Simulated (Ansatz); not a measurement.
# C2H4AlF: the cost of one run

All numbers below are computed with Ansatz 0.2.0 (UKS r2SCANh/def2-SVP).

## Step 1: Starting point

Bond lengths: F1–C2 1.312 Å, C2–C3 1.324 Å, C3–Al4 1.992 Å, C2–H5 1.104 Å, C3–H6 1.089 Å, Al4–H7 1.577 Å, Al4–H8 1.592 Å. Angles: F1–C2–C3 119.2°, F1–C2–H5 120.0°, C3–C2–H5 120.8°, C2–C3–Al4 120.8°, C2–C3–H6 119.7°, Al4–C3–H6 119.2°, C3–Al4–H7 120.4°, C3–Al4–H8 118.9°, H7–Al4–H8 120.4°.

Structure file:

```xyz
8

F    -0.4570    2.5416    0.2343
C    -0.1622    1.3594   -0.2536
C    -0.2563    0.2964    0.5296
Al    0.3444   -1.4934   -0.1059
H     0.1720    1.2616   -1.3009
H    -0.5538    0.4184    1.5703
H     0.7876   -1.7002   -1.6051
H     0.2175   -2.7409    0.8755
```

## Step 2: End point A

File input.yaml:

```yaml
crystal:
  periodic: [false, false, false]
  atoms:
    - { symbol: F, position_ang: [-0.457, 2.5416, 0.2343] }
    - { symbol: C, position_ang: [-0.1622, 1.3594, -0.2536] }
    - { symbol: C, position_ang: [-0.2563, 0.2964, 0.5296] }
    - { symbol: Al, position_ang: [0.3444, -1.4934, -0.1059] }
    - { symbol: H, position_ang: [0.172, 1.2616, -1.3009] }
    - { symbol: H, position_ang: [-0.5538, 0.4184, 1.5703] }
    - { symbol: H, position_ang: [0.7876, -1.7002, -1.6051] }
    - { symbol: H, position_ang: [0.2175, -2.7409, 0.8755] }
magnetization:
  spin_polarized: true
basis:
  gaussian: { orbitals: def2-SVP }
hamiltonian:
  xc: r2scanh
relax:
  f_tol: 0.02
  max_steps: 50
output:
  orbitals: {}
```

Started as:

```sh
> ansatz run input.yaml --threads 2 --pin off --max-ram 3072MiB --backend cpu --events-out ev --progress --plain --runs-dir out
```

**Question.** How long does this run take on 2 threads of Intel Xeon Platinum 8259CL at 2.50GHz (Skylake/Cascade Lake), shared host, and how much memory does it need?

About 26 s, with a peak of 0.27 GiB.
